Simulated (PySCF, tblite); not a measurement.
**CH10OSi3, a small molecule taken as a stand-in for a surface group (Si site with back bonds [SiH3], C[SiH3], O): NMR shifts, core binding energies and electronic excitations**

Wanted: the NMR shifts, core binding energies and electronic excitations for `O[SiH]([SiH3])C[SiH3]`.

Programs: tblite 0.8.0 and PySCF 2.14.0. All values are calculated, for the isolated system unless a continuum is named. Atoms count from 0, parts from 1.

### 1 The system as given

15 atoms, charge 0, multiplicity 1; geometry: distance geometry start.

### 2 Geometry optimisation with GFN2-xTB

What the job is given:

```
{"job": {"kind": "relax", "xc": "GFN2-xTB", "basis": "xTB"}, "charge": 0, "multiplicity": 1}
Si    -0.515709     0.744398    -0.581882
Si    -2.162866    -0.745977     0.135187
C      1.132788    -0.066718    -0.791259
Si     1.800373    -0.533426     0.853560
O     -0.477268     2.121756     0.341640
H     -0.923536     1.208222    -1.953357
H     -3.491831    -0.135436     0.055353
H     -2.140043    -1.969256    -0.740800
H     -1.914037    -1.170497     1.535006
H      1.826821     0.635957    -1.292205
H      1.068245    -0.952091    -1.447631
H      0.914114    -1.523628     1.525869
H      2.011378     0.637057     1.745371
H      3.123174    -1.182063     0.681250
H     -0.240267     2.961657    -0.124564
```

Level: GFN2-xTB geometry optimisation, gas phase.

Launch:

```
$ OMP_NUM_THREADS=1 python cluster_run.py task.json out
```

One launch serves the whole session: the jobs run in the order shown.

**Question.** The jobs that follow are: PBE0-D3(BJ)/def2-SVP geometry optimisation, gas phase; GIAO PBE0/pcSseg-1 NMR shielding, non-relativistic, gas phase; delta-SCF UKS SCAN, pcX-2 on the ionised atom, pcseg-1 elsewhere, spin-free X2C; TDDFT CAM-B3LYP/def2-SVPD, vertical, gas phase, core orbitals frozen in the response. Predict: point group; rotational constants (main isotopes); ¹³C shifts against TMS (PBE0/pcSseg-1); ¹H shifts against TMS (PBE0/pcSseg-1); ²⁹Si shifts against TMS (PBE0/pcSseg-1); ¹⁷O shifts against H2O (PBE0/pcSseg-1); Si2p binding energies, SCAN/pcX-2; C1s binding energies, SCAN/pcX-2; O1s binding energies, SCAN/pcX-2; lowest singlet (CAM-B3LYP/def2-SVPD); brightest single state of those computed; lowest triplet; vertical ionisation energy (ΔSCF).

As calculated:

| quantity | value |
| --- | --- |
| point group | C1 |
| rotational constants (main isotopes) | 3.07, 1.35, 1.16 GHz |
| ¹³C shifts against TMS (PBE0/pcSseg-1) | -4.6 ppm |
| ¹H shifts against TMS (PBE0/pcSseg-1) | 5.67, 4.11, 4.03, 3.91, 3.72, 3.52, 3.19, 0.63, 0.49, -0.30 ppm |
| ²⁹Si shifts against TMS (PBE0/pcSseg-1) | 4.7, -70.8, -109.7 ppm |
| ¹⁷O shifts against H2O (PBE0/pcSseg-1) | 25.7 ppm |
| Si2p binding energies, SCAN/pcX-2 | Si0 107.08, Si3 106.86, Si1 106.59 eV |
| C1s binding energies, SCAN/pcX-2 | C2 289.90 eV |
| O1s binding energies, SCAN/pcX-2 | O4 538.36 eV |
| lowest singlet (CAM-B3LYP/def2-SVPD) | 6.66 eV (186 nm), f = 0.014 |
| brightest single state of those computed | state 6, 8.06 eV, f = 0.259 |
| lowest triplet | 6.01 eV |
| vertical ionisation energy (ΔSCF) | 10.00 eV |

What this shows: The start of the PBE0/def2-SVP relaxation was shaken at random by about 0.01 Å, so part of the energy gained, and of the first lengths quoted, undoes that. The optimisation took 17 steps and gained 0.247 eV; among the close pairs (by a distance rule), Si3–H13 changed most, from 1.420 to 1.496 Å (PBE0/def2-SVP). Hydrogens of an XH3 group are listed apart at this fixed geometry; free rotation makes them one line at their mean. At PBE0/pcSseg-1: The largest span, 123 ppm, is at Si0, where the paramagnetic term is -532 ppm. At SCAN/pcX-2: Si0 (silicon bonded to C, O, Si, H) binds its Si2p electron 0.49 eV more tightly than Si1 (silicon bonded to Si, 3 H). The first singlet state (HOMO→LUMO 0.78, HOMO→LUMO+1 0.11) lies at 6.66 eV and is weak; of the 6 states computed, the strongest absorption comes from state 6 at 8.06 eV (the last computed, so partners may be missing). The lowest triplet lies 0.65 eV below the lowest singlet (triplets in Tamm-Dancoff, singlets in full TDDFT). ΔSCF puts the ionisation energy at 10.00 eV, 0.72 eV above −ε(HOMO). A capped cluster stands for the solid here, so long-range fields and strain are missing, and bands or shifts of the capping hydrogens have no counterpart in it.
